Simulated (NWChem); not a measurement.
**One shape, several levels: Si2H5SCl (SMILES [SiH3]S[SiH2]Cl)**

Wanted: a comparison of 3 runs (HF/STO-3G, HF/3-21G, B3LYP/6-31G*) of Si2H5SCl. 

The calculation is run with NWChem 7.3.0.

## 1. The molecule

Si2H5SCl has 9 atoms, charge 0, and is taken as a singlet. As SMILES, `[SiH3]S[SiH2]Cl`. Geometry: relaxed at PBE0-D4/def2-TZVP. This is one conformer, not always the lowest.

Bond lengths: Si1–S2 2.147 Å, S2–Si3 2.118 Å, Si3–Cl4 2.056 Å, Si1–H5 1.485 Å, Si1–H6 1.482 Å, Si1–H7 1.482 Å, Si3–H8 1.479 Å, Si3–H9 1.478 Å. Some angles: Si1–S2–Si3 98.1°, S2–Si3–Cl4 112.0°, S2–Si1–H5 109.5°, S2–Si1–H6 106.2°, S2–Si1–H7 110.9°, S2–Si3–H8 111.2°, S2–Si3–H9 106.7°, Cl4–Si3–H8 106.4°, Cl4–Si3–H9 108.6°, H5–Si1–H6 110.5°.

## 2. Energy and forces at HF/STO-3G (run 1)

Input file run.py:

```python
from ase import Atoms
from ase.calculators.nwchem import NWChem

mol = Atoms('SiSSiClHHHHH', positions=[
    [-0.689100, 1.461900, -0.189600],
    [0.903000, 0.645000, 0.996700],
    [0.710600, -1.377300, 0.399000],
    [0.941500, -1.605600, -1.630800],
    [-1.802300, 0.482300, -0.266900],
    [-1.129300, 2.695600, 0.504100],
    [-0.216500, 1.790700, -1.554800],
    [-0.630100, -1.908000, 0.728800],
    [1.786100, -2.126800, 1.082400],
])

calc = NWChem(
    label='clh5ssi2',
    theory='scf',
    memory='2200 mb',
    basis='STO-3G',
    basispar='spherical bse',
    scf={'nopen': '0', 'rhf': None, 'thresh': '1e-08', 'maxiter': '80'},
)
mol.calc = calc

forces = mol.get_forces()
e = mol.get_potential_energy()
print(f"E = {e:.6f} eV")
print("forces (eV/A):")
for s, f in zip(mol.symbols, forces):
    print(f"{s:2s} {f[0]:10.5f} {f[1]:10.5f} {f[2]:10.5f}")
print("dipole (e A):", mol.get_dipole_moment().round(4))
```

On the command line:

```console
$ export ASE_NWCHEM_COMMAND="nwchem PREFIX.nwi > PREFIX.nwo"
$ python run.py
```

Standard output:

```text
E = -38693.908385 eV
forces (eV/A):
Si   -0.49833    0.58205   -0.13915
S    -0.77992   -0.35183   -0.83417
Si   -0.00545   -0.40783    2.54904
Cl    0.13133   -0.18080   -1.02438
H     1.16697    1.15350    0.05703
H     0.35404   -1.32057   -0.87119
H    -0.55870   -0.34880    1.43555
H     1.35523    0.37106   -0.37152
H    -1.16517    0.50327   -0.80121
dipole (e A): [-0.2608  0.0832  0.4092]
```

The calculator wrote clh5ssi2.nwi:

```
title "clh5ssi2"

permanent_dir clh5ssi2

scratch_dir clh5ssi2

start clh5ssi2

geometry units angstrom nocenter noautosym noautoz
  Si -6.8910000000000005e-01 1.4619000000000000e+00 -1.8959999999999999e-01
  S  9.0300000000000002e-01 6.4500000000000002e-01 9.9670000000000003e-01
  Si 7.1060000000000001e-01 -1.3773000000000000e+00 3.9900000000000002e-01
  Cl 9.4150000000000000e-01 -1.6055999999999999e+00 -1.6308000000000000e+00
  H  -1.8023000000000000e+00 4.8230000000000001e-01 -2.6690000000000003e-01
  H  -1.1293000000000000e+00 2.6956000000000002e+00 5.0409999999999999e-01
  H  -2.1650000000000000e-01 1.7907000000000000e+00 -1.5548000000000000e+00
  H  -6.3009999999999999e-01 -1.9079999999999999e+00 7.2880000000000000e-01
  H  1.7861000000000000e+00 -2.1267999999999998e+00 1.0824000000000000e+00
end

memory 2200 mb

basis spherical bse noprint
   * library STO-3G
end

scf
  nopen 0
  rhf
  thresh 1e-08
  maxiter 80
end

task scf gradient
```

clh5ssi2.nwo, shortened:

```text
[...]
      One-electron energy =  -2661.447133615462
[... 1 line left out ...]
 Nuclear repulsion energy =    343.223160405589
[... 49 lines left out ...]
                       ROHF Final Molecular Orbital Analysis
[... 198 lines left out ...]
     1   1 0 0     -0.492888      0.000000     54.353055
[...]
  wavefunction    =   RHF
                         RHF ENERGY GRADIENTS
    atom               coordinates                        gradient
                 x          y          z           x          y          z
   1 Si     -1.302210   2.762590  -0.358292    0.009691  -0.011319   0.002706
   2 S       1.706423   1.218873   1.883490    0.015167   0.006842   0.016222
   3 Si      1.342839  -2.602720   0.754001    0.000106   0.007931  -0.049571
[... 5 lines of this table left out ...]
   9 H       3.375240  -4.019069   2.045439    0.022659  -0.009787   0.015581
[...]
```

It took 4.2 s on 1 thread of AMD EPYC 9R45 (Zen 5), shared host; peak memory 0.099 GiB.

## 3. Energy and gradient at HF/3-21G (run 2)

Input file clh5ssi2.nw:

```
START clh5ssi2
memory stack 880 mb heap 220 mb global 1100 mb
GEOMETRY units angstroms noautosym nocenter noautoz
 Si   -0.689100    1.461900   -0.189600
 S     0.903000    0.645000    0.996700
 Si    0.710600   -1.377300    0.399000
 Cl    0.941500   -1.605600   -1.630800
 H    -1.802300    0.482300   -0.266900
 H    -1.129300    2.695600    0.504100
 H    -0.216500    1.790700   -1.554800
 H    -0.630100   -1.908000    0.728800
 H     1.786100   -2.126800    1.082400
END
BASIS spherical bse
 * library 3-21G
END
SCF
 thresh 1e-08
 maxiter 80
 noprint "final vectors analysis"
END
TASK scf gradient
```

On the command line:

```console
$ nwchem clh5ssi2.nw > clh5ssi2.out
```

Standard output:

```text
[...]
  functions       =    62
[...]
  wavefunction    = RHF
[...]
         Total SCF energy =  -1430.607230491160
      One-electron energy =  -2664.943612975326
      Two-electron energy =    891.113222078576
 Nuclear repulsion energy =    343.223160405590
        Time for solution =      2.5s
[...]
                         RHF ENERGY GRADIENTS
    atom               coordinates                        gradient
                 x          y          z           x          y          z
   1 Si     -1.302210   2.762590  -0.358292    0.027459  -0.030716   0.017007
   2 S       1.706423   1.218873   1.883490   -0.019026  -0.012498  -0.020372
   3 Si      1.342839  -2.602720   0.754001   -0.004781   0.036328  -0.046461
   4 Cl      1.779177  -3.034144  -3.081765   -0.004436   0.005835   0.046344
   5 H      -3.405853   0.911415  -0.504368   -0.001557   0.000440  -0.000506
   6 H      -2.134068   5.093945   0.952611    0.000539   0.001483   0.001353
   7 H      -0.409126   3.383932  -2.938146    0.000221   0.001531  -0.001196
   8 H      -1.190716  -3.605597   1.377232   -0.001036  -0.002064   0.001410
   9 H       3.375240  -4.019069   2.045439    0.002618  -0.000339   0.002421
[...]
```

Wall time 4.2 s (1 thread of AMD EPYC 9R45 (Zen 5), shared host); peak memory 0.099 GiB.

## 4. Energy and gradient at B3LYP/6-31G(d) (Cartesian functions) (run 3)

Input file mol.nw:

```
start mol
title "ClH5SSi2"
memory stack 880 mb heap 220 mb global 1100 mb
geometry units atomic noautosym nocenter noautoz
Si    -1.30221027     2.76259062    -0.35829207
S      1.70642269     1.21887335     1.88349003
Si     1.34283938    -2.60271979     0.75400072
Cl     1.77917715    -3.03414427    -3.08176536
H     -3.40585339     0.91141491    -0.50436790
H     -2.13406771     5.09394574     0.95261094
H     -0.40912571     3.38393257    -2.93814618
H     -1.19071643    -3.60559745     1.37723240
H      3.37523983    -4.01906952     2.04543956
end
basis cartesian
* library 6-31G*
end
dft
xc b3lyp
grid xfine
convergence energy 1e-08
maxiter 100
mulliken
print low
end
task dft gradient
```

On the command line:

```console
$ nwchem mol.nw > mol.out
```

Standard output:

```text
[...]
 d= 0,ls=0.0,diis     1  -1440.4095359112 -1.78D+03  1.47D-02  6.63D-01     3.5
[...]
 d= 0,ls=0.0,diis    10  -1440.4720149893 -1.48D-10  1.54D-07  1.04D-10    28.9
         Total DFT energy =    -1440.472014989334
      One electron energy =    -2674.923372483486
           Coulomb energy =      988.989895234144
    Exchange-Corr. energy =      -97.761673607238
 Nuclear repulsion energy =      343.223135867245
[...]
      Total Density - Mulliken Population Analysis
     ---------------------------------------------
    Atom       Charge   Shell Charges
 -----------   ------   -------------------------------------------------------
    1 Si  14    13.67   2.00  1.99  5.96  1.05  1.93  0.25  0.32  0.16
    2 S   16    16.31   2.00  1.99  5.97  1.40  3.13  0.53  1.29  0.01
    3 Si  14    13.59   2.00  1.99  5.96  1.06  1.86  0.20  0.30  0.21
    4 Cl  17    17.23   2.00  1.99  5.97  1.45  3.65  0.56  1.64 -0.03
    5 H    1     1.05   0.51  0.54
    6 H    1     1.04   0.51  0.53
    7 H    1     1.03   0.51  0.52
    8 H    1     1.03   0.51  0.52
    9 H    1     1.03   0.51  0.52
[...]
                         DFT ENERGY GRADIENTS
    atom               coordinates                        gradient
                 x          y          z           x          y          z
   1 Si     -1.302210   2.762591  -0.358292    0.004832  -0.005621   0.002506
   2 S       1.706423   1.218873   1.883490   -0.004322  -0.003027  -0.005456
   3 Si      1.342839  -2.602720   0.754001   -0.001045   0.005664  -0.007772
   4 Cl      1.779177  -3.034144  -3.081765   -0.001356   0.002688   0.010246
   5 H      -3.405853   0.911415  -0.504368    0.000450  -0.000223   0.000162
   6 H      -2.134068   5.093946   0.952611    0.000386  -0.000224   0.000312
   7 H      -0.409126   3.383933  -2.938146    0.000458  -0.000097   0.000381
   8 H      -1.190716  -3.605597   1.377232    0.000420   0.000446  -0.000151
   9 H       3.375240  -4.019070   2.045440    0.000178   0.000394  -0.000228
 Task  times  cpu:       37.0s     wall:       37.0s
[...]
```

Run time: 38 s. Hardware: 1 thread of AMD EPYC 9R45 (Zen 5), shared host; peak memory 0.15 GiB.

## 5. Overview of the runs

```csv
run,level,Cartesian functions,iteration cap,energy (Eh),dipole moment (D),largest force (eV/Å),wall time
1,HF/STO-3G,no,80,-1421.974917,2.36,2.581,4.2 s
2,HF/3-21G,no,80,-1430.607230,2.22,3.043,4.2 s
3,B3LYP/6-31G* (Cartesian functions),yes,100,-1440.472015,–,0.549,38 s
```

## 6. Outcome

| quantity | value |
| --- | --- |
| run 3: total energy | -1440.47201 Eh |
| run 3: largest force on an atom | 0.549 eV/Å |

In words: In run 1 the basis is minimal, so the values are rough. All runs together took 46 s, the longest 38 s.
